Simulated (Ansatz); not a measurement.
## Ba, space group Im-3m: a comparison of functionals at one structure, step by step

With Ansatz 0.2.0, Python API.

Typed at the interpreter:
```pycon
>>> import ansatz as az
>>> import pandas as pd
>>> ba = (
...     az.Lattice.bcc(5.013)
...     .space_group(229)
...     .atom('Ba', [0.0, 0.0, 0.0])
...     .primitive()
... )
>>> model = (
...     ba.calculation()
...     .occupations('fermi_dirac', width=100 * az.meV)
...     .basis(550)
...     .pseudopotentials('paw')
...     .kpoints(density=3.8)
...     .stress()
... )
>>> rows = []
>>> for value in ['revpbe', 'pbesol', 'blyp', 'lda']:
...     rep = model.functional(value).run(threads=1).report
...     rows.append((value, rep['free_energy_ev'] / len(rep['lattice']['sites']), rep['n_iterations'], sum(rep['stress_gpa'][i][i] for i in range(3)) / 3, rep['n_kpoints']))
...

>>> table = pd.DataFrame(rows, columns=['functional', 'F/atom (eV)', 'iterations', 'P (GPa)', 'k-points'])
>>> table.round(5)
  functional  F/atom (eV)  iterations  P (GPa)  k-points
0     revpbe  -5956.43020           6  0.58876        20
1     pbesol  -5862.61921           6 -0.62412        20
2       blyp  -5968.31087           6  0.52052        20
3        lda  -5779.56060           6 -1.25217        20
```

From lowest to highest: LDA (-1.3 GPa), PBEsol (-0.6 GPa), BLYP (0.5 GPa) and revPBE (0.6 GPa). At a fixed cell a lower pressure usually means a smaller equilibrium volume, so LDA prefers the smallest cell and revPBE the largest.

Reading the output:
- BLYP can be off by several per cent in the lattices of metals, and by several GPa in the pressure at a fixed cell.
- For a metal this k-point mesh is coarse: on a finer one energies can move by several to tens of meV an atom and pressures by half a GPa or more, differences at one mesh by less.
- Of the deposited cell: the entry's cell lengths or inner coordinates differ somewhat from later room-temperature determinations.
- Pressure is positive in compression.
- Total energies of different functionals can't be compared; pressures, moments and gaps at this one structure can.
- Wall time of the script: 4 s on 1 thread of Intel(R) Xeon(R) 6975P-C (Granite Rapids) (shared host), peak memory 0.46 GiB.

(Lines on the test bed's own set-up are left out of the output.)
